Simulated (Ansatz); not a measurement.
# C3H12AlNO: small, medium and large basis sets

Aim: see how fast density functionals converge with the basis set for C3H12AlNO.

Program: Ansatz 0.2.0, Gaussian basis. Level of theory: one geometry, several basis sets. These are calculated values, not measurements.

Levels to be run: PBE0-D4/def2-SVP; ωB97M-V/def2-SVP; PBE0-D4/def2-QZVPP; ωB97M-V/def2-QZVPP; the functionals' def2-TZVPP values are taken from earlier runs.

1 further run of the same task is left out (it didn't finish).

**1. The geometry**

An earlier PBE0-D4 in a triple-zeta def2 set relaxation fixed the geometry.

SMILES `C[O][Al-]([CH3])([CH3])[NH3+]`, 18 atoms, charge 0, spin multiplicity 1.

Atoms are counted from 1 here; the program's logs count them from 0.

Bond lengths: C1–O2 1.389 Å, C1–H7 1.100 Å, C1–H8 1.100 Å, C1–H9 1.097 Å, O2–Al3 1.743 Å, Al3–C4 1.971 Å, Al3–C5 1.971 Å, Al3–N6 2.048 Å, C4–H10 1.096 Å, C4–H11 1.096 Å, C4–H12 1.096 Å, C5–H13 1.096 Å, C5–H14 1.096 Å, C5–H15 1.096 Å, N6–H16 1.013 Å, N6–H17 1.018 Å, N6–H18 1.014 Å. Angles: O2–C1–H7 112.3°, O2–C1–H8 112.4°, O2–C1–H9 110.2°, H7–C1–H8 107.4°, H7–C1–H9 107.1°, H8–C1–H9 107.1°, C1–O2–Al3 130.8°, O2–Al3–C4 116.5°, O2–Al3–C5 116.6°, O2–Al3–N6 89.2°, C4–Al3–C5 118.8°, C4–Al3–N6 104.5°, C5–Al3–N6 104.4°, Al3–C4–H10 112.5°, Al3–C4–H11 112.8°, Al3–C4–H12 111.2°, H10–C4–H11 107.5°, H10–C4–H12 106.1° and more.

As a file:

```mol
C3H12AlNO
  3D, bonds by distance, orders not assigned

 18 17  0  0  0  0  0  0  0  0999 V2000
   -0.5608   -2.1519   -1.2864 C   0  0
   -0.5240   -1.3408   -0.1594 O   0  0
    0.0940    0.2743    0.0609 Al  0  0
    2.0548    0.4691    0.1000 C   0  0
   -0.9907    1.7430   -0.6812 C   0  0
   -0.4516    0.1833    2.0327 N   0  0
   -1.1574   -1.7117   -2.0992 H   0  0
    0.4428   -2.3554   -1.6889 H   0  0
   -1.0131   -3.1209   -1.0421 H   0  0
    2.3725    1.4342    0.5114 H   0  0
    2.5473   -0.3161    0.6846 H   0  0
    2.4790    0.4140   -0.9089 H   0  0
   -2.0634    1.6110   -0.5003 H   0  0
   -0.7063    2.7210   -0.2756 H   0  0
   -0.8682    1.8169   -1.7676 H   0  0
   -1.1571    0.8564    2.3089 H   0  0
   -0.8549   -0.7502    2.0745 H   0  0
    0.3195    0.2352    2.6884 H   0  0
  1  2  8  0
  2  3  8  0
  3  4  8  0
  3  5  8  0
  3  6  8  0
  1  7  8  0
  1  8  8  0
  1  9  8  0
  4 10  8  0
  4 11  8  0
  4 12  8  0
  5 13  8  0
  5 14  8  0
  5 15  8  0
  6 16  8  0
  6 17  8  0
  6 18  8  0
M  END
```

**2. PBE0-D4 in def2-SVP**

in.yaml

```yaml
crystal:
  periodic: [false, false, false]
  atoms:
    - {symbol: C, position_ang: [-0.560782, -2.151856, -1.286360]}
    - {symbol: O, position_ang: [-0.524040, -1.340784, -0.159380]}
    - {symbol: Al, position_ang: [0.093972, 0.274294, 0.060929]}
    - {symbol: C, position_ang: [2.054810, 0.469102, 0.099975]}
    - {symbol: C, position_ang: [-0.990651, 1.743028, -0.681151]}
    - {symbol: N, position_ang: [-0.451583, 0.183270, 2.032703]}
    - {symbol: H, position_ang: [-1.157431, -1.711724, -2.099247]}
    - {symbol: H, position_ang: [0.442769, -2.355400, -1.688899]}
    - {symbol: H, position_ang: [-1.013137, -3.120908, -1.042070]}
    - {symbol: H, position_ang: [2.372542, 1.434177, 0.511402]}
    - {symbol: H, position_ang: [2.547285, -0.316130, 0.684597]}
    - {symbol: H, position_ang: [2.479037, 0.413980, -0.908893]}
    - {symbol: H, position_ang: [-2.063389, 1.611002, -0.500310]}
    - {symbol: H, position_ang: [-0.706320, 2.720964, -0.275640]}
    - {symbol: H, position_ang: [-0.868154, 1.816866, -1.767585]}
    - {symbol: H, position_ang: [-1.157104, 0.856426, 2.308895]}
    - {symbol: H, position_ang: [-0.854863, -0.750166, 2.074484]}
    - {symbol: H, position_ang: [0.319537, 0.235162, 2.688351]}
basis:
  gaussian: {orbitals: def2-SVP}
hamiltonian: {xc: pbe0, dispersion: d4}
output: {orbitals: {seedname: orbitals}}
```

Started as:

```bash
ansatz run in.yaml --threads 4 --pin off --events-out ev --progress --plain --max-ram 11315MiB
```

Further steps of the session: ωB97M-V in def2-SVP; PBE0-D4 in def2-QZVPP; ωB97M-V in def2-QZVPP.

**Question.** What will the summary of the whole plan be? Wanted: PBE0-D4: double and triple zeta above quadruple; ωB97M-V: double and triple zeta above quadruple.

As calculated:

| quantity | value |
| --- | --- |
| PBE0-D4: double and triple zeta above quadruple | 10.87, 0.62 eV |
| ωB97M-V: double and triple zeta above quadruple | 11.20, 0.60 eV |

**Reading.** PBE0-D4 gains 10.25 eV from double to triple zeta, then 0.62 eV more. These are total energies; as a rule much of such shifts cancels in differences, which this series doesn't test. The LUMO of ωB97M-V is positive and keeps falling with the basis (2.25 to 0.86 eV): an unbound level that the basis holds in place.
